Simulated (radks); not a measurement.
# Taking charge from the 1s level of Cd in fractions

Aim: follow energy and eigenvalue as charge leaves the 1s level of Cd bit by bit, and test Janak's theorem, Slater's transition state and the straight-line condition.

Method: scalar-relativistic Kohn-Sham, r2SCAN, spin-unpolarised, spherical densities, finite nucleus. Code: radks (a radial shooting solver on a logarithmic mesh, Libxc functionals) version 1.

## 1. What is computed

| Property | Result |
| --- | --- |
| element | cadmium (Z = 48) |
| charge | 0 |
| electrons | 48 |
| configuration | [Kr] 4d10 5s2 |
| nuclear rms radius | 4.6087 fm |

Outer shells as boxes (Hund's rule):

Cd
```
[Kr] core
4d [↑↓][↑↓][↑↓][↑↓][↑↓]
5s [↑↓]
```

## 2. Start: [Kr] 4d10 5s2

Input:

```text
Z 48
configuration [Kr] 4d10 5s2
relativity scalar-relativistic
functional r2scan,r2scan
spin unpolarised
nucleus finite rms 4.6087 fm
c 137.035999084
```

## 3. 0.1 electron removed from 1s

Input: that of step 2 with these lines changed.

```diff
@@ -1,3 +1,3 @@
 Z 48
-configuration [Kr] 4d10 5s2
+configuration 1s1.9 2s2 2p6 3s2 3p6 3d10 4s2 4p6 4d10 5s2
 relativity scalar-relativistic
```

## 4. 0.2 electron removed from 1s

Input:

```text
Z 48
configuration 1s1.8 2s2 2p6 3s2 3p6 3d10 4s2 4p6 4d10 5s2
relativity scalar-relativistic
functional r2scan,r2scan
spin unpolarised
nucleus finite rms 4.6087 fm
c 137.035999084
```

## 5. 0.3 electron removed from 1s

Input:

```text
Z 48
configuration 1s1.7 2s2 2p6 3s2 3p6 3d10 4s2 4p6 4d10 5s2
relativity scalar-relativistic
functional r2scan,r2scan
spin unpolarised
nucleus finite rms 4.6087 fm
c 137.035999084
```

## 6. 0.4 electron removed from 1s

Input:

```text
Z 48
configuration 1s1.6 2s2 2p6 3s2 3p6 3d10 4s2 4p6 4d10 5s2
relativity scalar-relativistic
functional r2scan,r2scan
spin unpolarised
nucleus finite rms 4.6087 fm
c 137.035999084
```

## 7. 0.5 electron removed from 1s

Input:

```text
Z 48
configuration 1s1.5 2s2 2p6 3s2 3p6 3d10 4s2 4p6 4d10 5s2
relativity scalar-relativistic
functional r2scan,r2scan
spin unpolarised
nucleus finite rms 4.6087 fm
c 137.035999084
```

## 8. 0.6 electron removed from 1s

Input:

```text
Z 48
configuration 1s1.4 2s2 2p6 3s2 3p6 3d10 4s2 4p6 4d10 5s2
relativity scalar-relativistic
functional r2scan,r2scan
spin unpolarised
nucleus finite rms 4.6087 fm
c 137.035999084
```

## 9. 0.7 electron removed from 1s

Input:

```text
Z 48
configuration 1s1.3 2s2 2p6 3s2 3p6 3d10 4s2 4p6 4d10 5s2
relativity scalar-relativistic
functional r2scan,r2scan
spin unpolarised
nucleus finite rms 4.6087 fm
c 137.035999084
```

## 10. 0.8 electron removed from 1s

Input:

```text
Z 48
configuration 1s1.2 2s2 2p6 3s2 3p6 3d10 4s2 4p6 4d10 5s2
relativity scalar-relativistic
functional r2scan,r2scan
spin unpolarised
nucleus finite rms 4.6087 fm
c 137.035999084
```

## 11. 0.9 electron removed from 1s

Input:

```text
Z 48
configuration 1s1.1 2s2 2p6 3s2 3p6 3d10 4s2 4p6 4d10 5s2
relativity scalar-relativistic
functional r2scan,r2scan
spin unpolarised
nucleus finite rms 4.6087 fm
c 137.035999084
```

## 12. 1 electron removed from 1s

Input:

```text
Z 48
configuration 1s1 2s2 2p6 3s2 3p6 3d10 4s2 4p6 4d10 5s2
relativity scalar-relativistic
functional r2scan,r2scan
spin unpolarised
nucleus finite rms 4.6087 fm
c 137.035999084
```

Q: Predict the outcome of this session. Wanted: for each run, removed; E − E(0); eigenvalue; E minus straight line.

The runs gave:

| removed (e) | E − E(0) (eV) | eigenvalue (eV) | E minus straight line (eV) |
| --- | --- | --- | --- |
| 0 | 0.000 | -26576 | 0.000 |
| 0.1 | 2659.4 | -26638 | -27.718 |
| 0.2 | 5325.1 | -26701 | -49.204 |
| 0.3 | 7997.0 | -26763 | -64.479 |
| 0.4 | 10675.1 | -26824 | -73.566 |
| 0.5 | 13359.3 | -26886 | -76.492 |
| 0.6 | 16049.7 | -26947 | -73.290 |
| 0.7 | 18746.2 | -27007 | -63.996 |
| 0.8 | 21449 | -27067 | -48.650 |
| 0.9 | 24157 | -27127 | -27.300 |
| 1 | 26872 | -27186 | 0.000 |

In words: Removing the whole electron costs 26872 eV, against 26576 eV from minus the starting eigenvalue. Slater's transition state, half an electron removed, gives 26886 eV. The trapezoid integral of minus the eigenvalue gives 26884 eV over the range, against 26872 eV from the energies (Janak's theorem; approximate here, since the scalar-relativistic density holds large components alone). The eigenvalue moves by 610 eV per electron. E bends below the straight line by 76.49 eV at 0.5 electron removed.
